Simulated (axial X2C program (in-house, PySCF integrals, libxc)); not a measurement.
**CuH⁻: properties at the nuclei**

Aim: properties at the nuclei of CuH⁻, with spin–orbit coupling in the Hamiltonian from the start.

The runs use an in-house X2C program for linear molecules on PySCF integrals; two-component X2C with atomic mean-field terms, Cu dyall-acv3z, H dyall-av3z.

All values are calculated.

## Step 1: Input

task.json reads:

```json
{"zs": [29, 1], "q": -1, "bas": ["dyall-acv3z", "dyall-av3z"], "r0": 1.44, "levels": ["PBE0", "HF", "BHandHLYP", "r2SCAN", "TPSSh"], "nst": 3}
```

Keys: zs atomic numbers; q charge; bas basis sets; r0 starting distance in Å; levels methods (HF also brings MP2); nst determinants followed.

Command:

```console
$ python soeom.py task.json out
```

Further steps of the session: Expectation values, lowest determinant; Expectation values, a higher determinant.

**Question.** What will these runs give? Wanted: lowest determinant; Eeff magnitude; Ws magnitude Cu; A∥/gI Cu; qzz Cu; higher determinant (for each run or level that gives them).

**Answer**, as computed:

| quantity | value |
| --- | --- |
| lowest determinant | Ω = 1/2 (excess of +ω over −ω: ω = 1/2) |
| Eeff magnitude (GV/cm), PBE0 | 0.495 |
| Ws magnitude Cu (kHz), PBE0 | 0.475 |
| A∥/gI Cu (MHz), PBE0 | 377 |
| qzz Cu (a.u.), PBE0 | -0.49 |
| higher determinant | Ω = 3/2 (excess of +ω over −ω: ω = 3/2) |
| Eeff magnitude (GV/cm), PBE0, higher determinant | 0.0228 |
| Ws magnitude Cu (kHz), PBE0, higher determinant | 0.00532 |
| A∥/gI Cu (MHz), PBE0, higher determinant | 15.1 |
| qzz Cu (a.u.), PBE0, higher determinant | 0.32 |

What this shows: In the first state, the effective field runs from 0.227 to 0.604 GV/cm over the mean-field levels, so the levels don't agree on it. The expectation values come from single determinants, which for open shells can mix terms of unlike spin or miss the lowest Ω, so a determinant need not be a state. Eeff is the effective electric field on the electron dipole moment in this Ω state and Ws the scalar–pseudoscalar constant (defined with the proton number Z and per Ω); A∥ is the parallel hyperfine constant, which follows by multiplying with the nuclear g factor gI = μI/(I μN); qzz is the electric field gradient, eQq0 = 234.96 MHz × Q/barn × qzz. The operators were transformed with the bare-nucleus X2C matrices.
